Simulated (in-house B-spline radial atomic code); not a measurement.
# S³⁺: excited configurations in jj coupling

Aim: the energies of several excited configurations of S³⁺ above a reference configuration, each from its own self-consistent run.

Program: in-house B-spline radial atomic code version 1. Level of theory: Dirac-Hartree-Fock, average of configuration, Fermi nucleus, basis-set limit. These are calculated values, not measurements, unless marked.

## 1. What is computed

* element: sulfur (Z = 16)
* charge: +3
* electrons: 13
* configuration: 1s2 2s2 2p6 3s2 3p-1
* Hamiltonian: Dirac-Coulomb
* nucleus: Fermi, rms radius 3.261 fm

In configurations, a minus sign after the shell means j = l − 1/2 and a plus sign j = l + 1/2; the count of electrons follows.

Settings of the run:

```ini
Z = 16
electrons = 13.0
configuration = 1s2 2s2 2p6 3s2 3p-1
hamiltonian = dirac
method = hf
spin_polarised = False
nucleus = fermi
rms_radius = 3.2611
mass_number = 32
atomic_mass = 31.97207117354
speed_of_light = 137.035999084
```

From the earlier run of the reference: total energy -396.201058 hartree. Levels, eight at most:

```
orbital  occupation  energy (eV)  <r> (bohr)
  1s1/2           2     -2555.36     0.09671
  2s1/2           2      -288.21      0.4723
  2p1/2           2      -224.75      0.4374
  2p3/2           4      -222.82      0.4403
  3s1/2           2      -57.649       1.536
  3p1/2           1      -46.800       1.671
```

## 2. Configuration 1s2 2s2 2p-1 2p+4 3s2 3p+1 7g-1

Settings of the run:

```ini
Z = 16
electrons = 13.0
configuration = 1s2 2s2 2p-1 2p+4 3s2 3p+1 7g-1
hamiltonian = dirac
method = hf
spin_polarised = False
nucleus = fermi
rms_radius = 3.2611
mass_number = 32
atomic_mass = 31.97207117354
speed_of_light = 137.035999084
```

## 3. Configuration 1s2 2s2 2p6 3s2 7f+1

Changes to the settings of step 2:

```diff
@@ -2,3 +2,3 @@
 electrons = 13.0
-configuration = 1s2 2s2 2p-1 2p+4 3s2 3p+1 7g-1
+configuration = 1s2 2s2 2p6 3s2 7f+1
 hamiltonian = dirac
```

## 4. Configuration 1s2 2s2 2p-1 2p+4 3s2 3p+1 5s1

Changes to the settings of step 3:

```diff
@@ -2,3 +2,3 @@
 electrons = 13.0
-configuration = 1s2 2s2 2p6 3s2 7f+1
+configuration = 1s2 2s2 2p-1 2p+4 3s2 3p+1 5s1
 hamiltonian = dirac
```

## 5. 1s2 2s2 2p-2 2p+3 3s2 3p+1 3d+1

Changes to the settings of step 4:

```diff
@@ -2,3 +2,3 @@
 electrons = 13.0
-configuration = 1s2 2s2 2p-1 2p+4 3s2 3p+1 5s1
+configuration = 1s2 2s2 2p-2 2p+3 3s2 3p+1 3d+1
 hamiltonian = dirac
```

## 6. 1s2 2s2 2p-1 2p+4 3s2 3p+2

Changes to the settings of step 5:

```diff
@@ -2,3 +2,3 @@
 electrons = 13.0
-configuration = 1s2 2s2 2p-2 2p+3 3s2 3p+1 3d+1
+configuration = 1s2 2s2 2p-1 2p+4 3s2 3p+2
 hamiltonian = dirac
```

## 7. Run with 1s2 2s2 2p6 3s2 7g+1

Changes to the settings of step 6:

```diff
@@ -2,3 +2,3 @@
 electrons = 13.0
-configuration = 1s2 2s2 2p-1 2p+4 3s2 3p+2
+configuration = 1s2 2s2 2p6 3s2 7g+1
 hamiltonian = dirac
```

## 8. Configuration 1s2 2s2 2p6 3s1 3p+1 7p+1

Changes to the settings of step 7:

```diff
@@ -2,3 +2,3 @@
 electrons = 13.0
-configuration = 1s2 2s2 2p6 3s2 7g+1
+configuration = 1s2 2s2 2p6 3s1 3p+1 7p+1
 hamiltonian = dirac
```

## 9. 1s2 2s2 2p6 3s1 3p-1 7s1

Changes to the settings of step 8:

```diff
@@ -2,3 +2,3 @@
 electrons = 13.0
-configuration = 1s2 2s2 2p6 3s1 3p+1 7p+1
+configuration = 1s2 2s2 2p6 3s1 3p-1 7s1
 hamiltonian = dirac
```

Q: How far above the reference does each configuration lie (order and size, in eV)?

The runs gave:

| net move | configuration | energy above the reference (eV) | with Breit, QED, recoil (eV) | largest <r> (bohr) |
| --- | --- | --- | --- | --- |
| 3p1/2 → 7f7/2 | 1s2 2s2 2p6 3s2 7f+1 | 42.067 | 42.057 | 16.7 |
| 3p1/2 → 7g9/2 | 1s2 2s2 2p6 3s2 7g+1 | 42.107 | 42.097 | 15.9 |
| 3s → 7s | 1s2 2s2 2p6 3s1 3p-1 7s1 | 51.274 | 51.261 | 13.6 |
| 3p1/2, 3s → 3p3/2, 7p3/2 | 1s2 2s2 2p6 3s1 3p+1 7p+1 | 51.907 | 51.887 | 14.6 |
| 2p1/2, 3p1/2 → 2×3p3/2 | 1s2 2s2 2p-1 2p+4 3s2 3p+2 | 168.06 | 167.94 | 1.56 |
| 2p3/2, 3p1/2 → 3d5/2, 3p3/2 | 1s2 2s2 2p-2 2p+3 3s2 3p+1 3d+1 | 185.71 | 185.64 | 1.81 |
| 2p1/2, 3p1/2 → 3p3/2, 5s | 1s2 2s2 2p-1 2p+4 3s2 3p+1 5s1 | 204.57 | 204.45 | 5.94 |
| 2p1/2, 3p1/2 → 3p3/2, 7g7/2 | 1s2 2s2 2p-1 2p+4 3s2 3p+1 7g-1 | 214.01 | 213.89 | 15.9 |

**Reading.** The lowest of them is 3p1/2 → 7f7/2 at 42.067 eV and the highest 2p1/2, 3p1/2 → 3p3/2, 7g7/2 at 214.01 eV. Koopmans' estimate of the ionisation threshold is 46.800 eV; 6 configurations exceed it by over 2 % and could autoionise. Two partly filled shells share a symmetry and can mix in the average, which may lower the energy, for: 3s → 7s; 3p1/2, 3s → 3p3/2, 7p3/2; 2p3/2, 3p1/2 → 3d5/2, 3p3/2. These are averages over configurations, without correlation, not spectroscopic levels.
